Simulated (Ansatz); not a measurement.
# Ag: the cost of one run

Method: DFT r2SCAN, scalar-relativistic, plane waves, PAW, in Ansatz 0.2.0.

### Step 1. The system as given

Symmetry: P6_3/mmc, No. 194, hexagonal system. The conventional cell has a = 2.930 Å, b = 2.930 Å, c = 4.790 Å, α = 90.00°, β = 90.00°, γ = 120.00°. Ag (site symmetry -6m2) is surrounded by 12 Ag at 2.93 Å.

Structure file:

```xyz
2
Lattice="2.9300 0.0000 0.0000 -1.4650 2.5375 0.0000 0.0000 0.0000 4.7900" Properties=species:S:1:pos:R:3 pbc="T T T"
Ag    0.0000    1.6916    1.1975
Ag    1.4650    0.8458    3.5925
```

The structure comes from the Crystallography Open Database.

### Step 2. Probe: one point at the start

Input file input.yaml:

```yaml
crystal:
  lattice:
    - [2.9299980804, 0.0, 0.0]
    - [-1.4649990402, 2.5374527707, 0.0]
    - [0.0, 0.0, 4.79]
  atoms:
    - { symbol: Ag, position: [0.3333333333, 0.6666666667, 0.25] }
    - { symbol: Ag, position: [0.6666666667, 0.3333333333, 0.75] }
basis:
  ecutwfc: 300.0
kpoints:
  mp_grid: { grid: [9, 9, 4] }
hamiltonian:
  xc: r2scan
scf:
  occupations: { method: gaussian, width: 0.1 }
output:
  forces: true
  stress: true
  eigenvalues: true
```

Command:

```console
$ ansatz run input.yaml --threads 1 --pin off --max-ram 1536MiB --backend cpu --events-out ev --progress --plain --runs-dir out
```

**Question.** How long does this run take on 1 thread of Arm Neoverse N1, shared host, and how much memory does it need?

About 3.5 s, with a peak of 0.36 GiB.
